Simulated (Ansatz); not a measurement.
# TaRu: stiffness from strained cells

How stiff is the crystal, and how unevenly? Runs: cell and atoms relaxed (PAW); reference run (PAW); ions clamped (PAW); cell relaxed at 30 GPa (PAW); at 30 GPa (PAW).

Program: Ansatz 0.2.0. Level of theory: DFT PBEsol, frozen-core PAW, scalar-relativistic unless said. These are calculated values, not measurements.

3 further runs of the same task are left out: 1 that didn't finish, 2 set aside as unsound or not needed.

**1. The structure to begin with**

It takes space group Pm-3m (No. 221, cubic). The conventional cell has a = 3.187 Å, b = 3.187 Å, c = 3.187 Å, α = 90.00°, β = 90.00°, γ = 90.00°. Ta (site symmetry m-3m) has 8 Ru at 2.76 Å as nearest neighbours. Ru (site symmetry m-3m) is surrounded by 8 Ta at 2.76 Å.

Structure file:

```xyz
2
Lattice="3.1870 0.0000 0.0000 0.0000 3.1870 0.0000 0.0000 0.0000 3.1870" Properties=species:S:1:pos:R:3 pbc="T T T"
Ta    1.5935    1.5935    1.5935
Ru    0.0000    0.0000    0.0000
```

Cartesian axes are those of the input's lattice vectors. The structure goes back to a database entry.

**2. Cell and atoms relaxed, PAW**

File input.yaml:

```yaml
crystal:
  lattice:
    - [3.187, 0.0, 0.0]
    - [0.0, 3.187, 0.0]
    - [0.0, 0.0, 3.187]
  atoms:
    - { symbol: Ta, position: [0.5, 0.5, 0.5] }
    - { symbol: Ru, position: [0.0, 0.0, 0.0] }
kpoints:
  mp_grid: { grid: [14, 14, 14] }
scf:
  occupations: { method: fermi_dirac, width: 0.1 }
hamiltonian:
  xc: pbesol
  pseudopotentials: { kind: paw }
relax:
  f_tol: 0.002
  max_steps: 80
  cell: {}
output:
  forces: true
  stress: true
```

On the command line:

```
$ ansatz run input.yaml --threads 1 --pin off --max-ram 2560MiB --backend cpu --events-out ev --progress --plain --runs-dir out
```

**3. Reference run, PAW**

File input.yaml:

```yaml
crystal:
  lattice:
    - [3.14080532864, 0.0, 0.0]
    - [0.0, 3.14080532864, 0.0]
    - [0.0, 0.0, 3.14080532864]
  atoms:
    - { symbol: Ta, position: [0.5, 0.5, 0.5] }
    - { symbol: Ru, position: [0.0, 0.0, 0.0] }
kpoints:
  mp_grid: { grid: [14, 14, 14] }
scf:
  occupations: { method: fermi_dirac, width: 0.1 }
hamiltonian:
  xc: pbesol
  pseudopotentials: { kind: paw }
elastic:
  mode: relaxed_ion
  stencil: two_point
  amplitude: 0.005
```

**4. Ions clamped, PAW**

input.yaml: that of step 3 with these lines changed.

```diff
@@ -16,3 +16,3 @@
 elastic:
-  mode: relaxed_ion
+  mode: clamped_ion
   stencil: two_point
```

**5. Cell relaxed at 30 GPa, PAW**

input.yaml: that of step 4 with these lines changed.

```diff
@@ -15,5 +15,8 @@
   pseudopotentials: { kind: paw }
-elastic:
-  mode: clamped_ion
-  stencil: two_point
-  amplitude: 0.005
+relax:
+  f_tol: 0.002
+  max_steps: 80
+  cell: { p_target: 30 }
+output:
+  forces: true
+  stress: true
```

**6. At 30 GPa, PAW**

File input.yaml:

```yaml
crystal:
  lattice:
    - [3.04663759203, 0.0, 0.0]
    - [0.0, 3.04663759203, 0.0]
    - [0.0, 0.0, 3.04663759203]
  atoms:
    - { symbol: Ta, position: [0.5, 0.5, 0.5] }
    - { symbol: Ru, position: [0.0, 0.0, 0.0] }
kpoints:
  mp_grid: { grid: [14, 14, 14] }
scf:
  occupations: { method: fermi_dirac, width: 0.1 }
hamiltonian:
  xc: pbesol
  pseudopotentials: { kind: paw }
elastic:
  mode: relaxed_ion
  stencil: two_point
  amplitude: 0.005
```

(Steps that only read results are left out.)

Before running it: what results should come out? Wanted: C11; C12; C44.

As calculated:

```
 quantity    value
C11 (PAW)  267 GPa
C12 (PAW)  454 GPa
C44 (PAW)  129 GPa
```

In words: The tensor has a negative eigenvalue (-187.1 GPa): the crystal is mechanically unstable at this level. Cautions: frozen-core PAW files fitted under PBE, their cores solved anew for the functional of the run; responses of metals move with mesh and smearing; no spin-orbit coupling on heavy atoms.
